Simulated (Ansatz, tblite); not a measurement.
**Sn(SiH3)4 (Si4SnH12): rung by rung**

The task here is to estimate one member of a computed series from the others.

Program: Ansatz 0.2.0, Gaussian basis. Level of theory: as each input shows. These are calculated values, not measurements.

Levels to be run: GFN1-xTB, GFN2-xTB, PBE-D4/def2-TZVP, r2SCAN-D4/def2-TZVP, PBE-QIDH/def2-TZVP, ωB97X-V/def2-TZVP, B2PLYP/def2-TZVP, PBE-D4/def2-SVP, PBE0-D4/def2-SVP, PBE0-D4/def2-TZVPD, PBE-D4/def2-TZVPD, PBE-QIDH/def2-TZVPD, CCSD(T)/def2-SVP, MP2/def2-TZVP, RPA/def2-TZVP.

3 further runs of the same task are left out: 1 that didn't finish, 2 set aside as unsound or not needed.

### The geometry

The singlet was relaxed beforehand with B3LYP-D4/def2-SVP.

17 atoms, charge 0, spin multiplicity 1.

Bond lengths: Sn1–Si2 2.587 Å, Sn1–Si6 2.587 Å, Sn1–Si10 2.586 Å, Sn1–Si14 2.587 Å, Si2–H3 1.493 Å, Si2–H4 1.493 Å, Si2–H5 1.493 Å, Si6–H7 1.493 Å, Si6–H8 1.493 Å, Si6–H9 1.493 Å, Si10–H11 1.493 Å, Si10–H12 1.493 Å, Si10–H13 1.493 Å, Si14–H15 1.493 Å, Si14–H16 1.493 Å, Si14–H17 1.493 Å. Angles: Si2–Sn1–Si6 109.5°, Si2–Sn1–Si10 109.5°, Si2–Sn1–Si14 109.2°, Si6–Sn1–Si10 109.8°, Si6–Sn1–Si14 109.0°, Si10–Sn1–Si14 109.8°, Sn1–Si2–H3 110.2°, Sn1–Si2–H4 110.3°, Sn1–Si2–H5 110.3°, H3–Si2–H4 108.7°, H3–Si2–H5 108.7°, H4–Si2–H5 108.7°, Sn1–Si6–H7 110.0°, Sn1–Si6–H8 110.4°, Sn1–Si6–H9 110.4°, H7–Si6–H8 108.7°, H7–Si6–H9 108.7°, H8–Si6–H9 108.7° and more.

Sn takes a core potential in the def2 sets. No spin-orbit coupling is included.

PBE0-D4/def2-TZVP was run before; its log isn't repeated, and its numbers join the tables.

Set-up of the first run:

Tight binding, by tblite at 300 K electronic temperature and without a spin-polarisation term:

```python
tblite.interface.Calculator('GFN1-xTB', numbers, positions, charge=0, uhf=0).singlepoint()
```

Tight binding, by tblite at 300 K electronic temperature and without a spin-polarisation term:

```python
tblite.interface.Calculator('GFN2-xTB', numbers, positions, charge=0, uhf=0).singlepoint()
```

start.molden holds the orbitals of an earlier run on this state, given as this run's starting guess.

Contents of in.yaml:

```yaml
crystal:
  periodic: [false, false, false]
  atoms:
    - {symbol: Sn, position_ang: [-0.002380, 0.008481, -0.003305]}
    - {symbol: Si, position_ang: [-0.003914, -0.017719, 2.583312]}
    - {symbol: H, position_ang: [0.600710, -1.287285, 3.086302]}
    - {symbol: H, position_ang: [-1.401220, 0.083786, 3.100552]}
    - {symbol: H, position_ang: [0.787358, 1.132019, 3.114550]}
    - {symbol: Si, position_ang: [2.436615, 0.003063, -0.864598]}
    - {symbol: H, position_ang: [3.119783, -1.260542, -0.455867]}
    - {symbol: H, position_ang: [3.191291, 1.159890, -0.296841]}
    - {symbol: H, position_ang: [2.462537, 0.099570, -2.354654]}
    - {symbol: Si, position_ang: [-1.224528, 2.126509, -0.844888]}
    - {symbol: H, position_ang: [-0.529553, 3.354594, -0.355959]}
    - {symbol: H, position_ang: [-2.631329, 2.141921, -0.343958]}
    - {symbol: H, position_ang: [-1.247767, 2.152181, -2.337842]}
    - {symbol: Si, position_ang: [-1.210142, -2.105645, -0.876772]}
    - {symbol: H, position_ang: [-0.467890, -3.328740, -0.448262]}
    - {symbol: H, position_ang: [-1.280158, -2.087329, -2.368417]}
    - {symbol: H, position_ang: [-2.599424, -2.174764, -0.333333]}
basis:
  gaussian: {orbitals: def2-TZVP, initial_orbitals: start.molden}
hamiltonian: {xc: pbe, dispersion: d4}
scf: {omitted_lower_state_checks: [starts]}
output: {orbitals: {seedname: orbitals}}
```

Started as:

```
$ ansatz run in.yaml --threads 2 --pin off --events-out ev --progress --plain --max-ram 31744MiB --backend cpu
```

Steps of the session up to this table: PBE-D4/def2-TZVP; r2SCAN-D4/def2-TZVP; PBE-QIDH/def2-TZVP; ωB97X-V/def2-TZVP; B2PLYP/def2-TZVP; PBE-D4/def2-SVP; PBE0-D4/def2-SVP; PBE0-D4/def2-TZVPD; PBE-D4/def2-TZVPD; PBE-QIDH/def2-TZVPD; CCSD(T)/def2-SVP; MP2/def2-TZVP; RPA/def2-TZVP.

One table of the session follows, with a row left open; its other results are not shown here.

It belongs to the step «Binding energy». 

```
             method  binding an atom (eV)
        HF/def2-SVP                 2.178
       HF/def2-TZVP                     ?
    PBE-D4/def2-SVP                 2.832
   PBE-D4/def2-TZVP                 2.841
  PBE-D4/def2-TZVPD                 2.841
r2SCAN-D4/def2-TZVP                 2.885
   PBE0-D4/def2-SVP                 2.837
  PBE0-D4/def2-TZVP                 2.850
 PBE0-D4/def2-TZVPD                 2.850
  ωB97X-V/def2-TZVP                 2.926
       MP2/def2-SVP                 2.652
      MP2/def2-TZVP                 2.722
      CCSD/def2-SVP                 2.681
   CCSD(T)/def2-SVP                 2.702
```

**Question.** Estimate the row for HF/def2-TZVP.

As computed: binding an atom (eV): 2.201. In the column «binding an atom (eV)» it lies between HF/def2-SVP (2.178) and MP2/def2-SVP (2.652).

Caveats from the session: Free atoms were run apart at each level; binding is atoms less cluster, divided by the number of atoms, without zero-point or spin-orbit terms.
